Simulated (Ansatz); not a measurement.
# C₆H₁₄N₂Si: how energies converge with the basis set

An exercise on one series of results from a longer session: the logs are not shown, and one member is left open.

The runs use Ansatz 0.2.0, Gaussian basis; one geometry, several basis sets.

Levels to be run: PBE0-D4/def2-SVP; ωB97M-V/def2-SVP; PBE0-D4/def2-QZVPP; ωB97M-V/def2-QZVPP; the functionals' def2-TZVPP values are taken from earlier runs.

### The geometry

All runs share one geometry, relaxed beforehand with PBE0-D4 in a triple-zeta def2 set.

SMILES `C=C[Si](N)(C=C)N(C)C`, 23 atoms, charge 0, spin multiplicity 1.

Atoms are counted from 1 here; the program's logs count them from 0.

Bond lengths: C1–C2 1.331 Å, C1–H10 1.087 Å, C1–H11 1.087 Å, C2–Si3 1.869 Å, C2–H12 1.091 Å, Si3–N4 1.722 Å, Si3–C5 1.869 Å, Si3–N7 1.724 Å, N4–H13 1.008 Å, N4–H14 1.007 Å, C5–C6 1.331 Å, C5–H15 1.091 Å, C6–H16 1.087 Å, C6–H17 1.087 Å, N7–C8 1.443 Å, N7–C9 1.445 Å, C8–H18 1.090 Å, C8–H19 1.098 Å and more. Angles: C2–C1–H10 121.4°, C2–C1–H11 122.5°, H10–C1–H11 116.1°, C1–C2–Si3 124.8°, C1–C2–H12 117.4°, Si3–C2–H12 117.6°, C2–Si3–N4 114.4°, C2–Si3–C5 108.0°, C2–Si3–N7 107.7°, N4–Si3–C5 105.4°, N4–Si3–N7 106.7°, C5–Si3–N7 114.9°, Si3–N4–H13 118.9°, Si3–N4–H14 117.9°, H13–N4–H14 110.5°, Si3–C5–C6 124.2°, Si3–C5–H15 118.5°, C6–C5–H15 117.3° and more.

Set-up of the first run:

in.yaml reads:

```yaml
crystal:
  periodic: [false, false, false]
  atoms:
    - {symbol: C, position_ang: [1.694120, -1.982301, -1.340913]}
    - {symbol: C, position_ang: [0.396862, -1.783589, -1.121958]}
    - {symbol: Si, position_ang: [-0.347200, -0.187787, -0.495614]}
    - {symbol: N, position_ang: [-0.742326, 0.944878, -1.731017]}
    - {symbol: C, position_ang: [-1.968692, -0.596932, 0.340071]}
    - {symbol: C, position_ang: [-3.017113, 0.222612, 0.381851]}
    - {symbol: N, position_ang: [0.821007, 0.573698, 0.518457]}
    - {symbol: C, position_ang: [1.514411, -0.161515, 1.549155]}
    - {symbol: C, position_ang: [0.723980, 1.981225, 0.828903]}
    - {symbol: H, position_ang: [2.432150, -1.223116, -1.094348]}
    - {symbol: H, position_ang: [2.079602, -2.902625, -1.772117]}
    - {symbol: H, position_ang: [-0.287508, -2.587752, -1.395962]}
    - {symbol: H, position_ang: [-0.022376, 1.233501, -2.375071]}
    - {symbol: H, position_ang: [-1.621128, 0.832632, -2.210496]}
    - {symbol: H, position_ang: [-2.056044, -1.547269, 0.867996]}
    - {symbol: H, position_ang: [-3.000863, 1.192257, -0.109195]}
    - {symbol: H, position_ang: [-3.933892, -0.028095, 0.909374]}
    - {symbol: H, position_ang: [1.543342, -1.226210, 1.316015]}
    - {symbol: H, position_ang: [2.550271, 0.189446, 1.647051]}
    - {symbol: H, position_ang: [1.035577, -0.041374, 2.533044]}
    - {symbol: H, position_ang: [1.724494, 2.426456, 0.905025]}
    - {symbol: H, position_ang: [0.173816, 2.505856, 0.047908]}
    - {symbol: H, position_ang: [0.212413, 2.159102, 1.787441]}
basis:
  gaussian: {orbitals: def2-SVP}
hamiltonian: {xc: pbe0, dispersion: d4}
output: {orbitals: {seedname: orbitals}}
```

Steps of the session up to this table: PBE0-D4 in def2-SVP; ωB97M-V in def2-SVP; PBE0-D4 in def2-QZVPP; ωB97M-V in def2-QZVPP.

One of the session's tables, all rows but one given; the rest of the session is left out.

It belongs to the step «Functionals by basis». 

```
functional       basis  HOMO (eV)  LUMO (eV)
   PBE0-D4    def2-SVP      -5.97      -0.23
   PBE0-D4  def2-TZVPP          ?          ?
   PBE0-D4  def2-QZVPP      -6.14      -0.55
   ωB97M-V    def2-SVP      -8.26       1.90
   ωB97M-V  def2-TZVPP      -8.40       1.52
   ωB97M-V  def2-QZVPP      -8.43       1.38
```

Q: Estimate the row for PBE0-D4, def2-TZVPP from the others.

**Answer.** HOMO (eV): -6.11; LUMO (eV): -0.49. In the column «HOMO (eV)» it lies between PBE0-D4, def2-QZVPP (-6.14) and PBE0-D4, def2-SVP (-5.97).
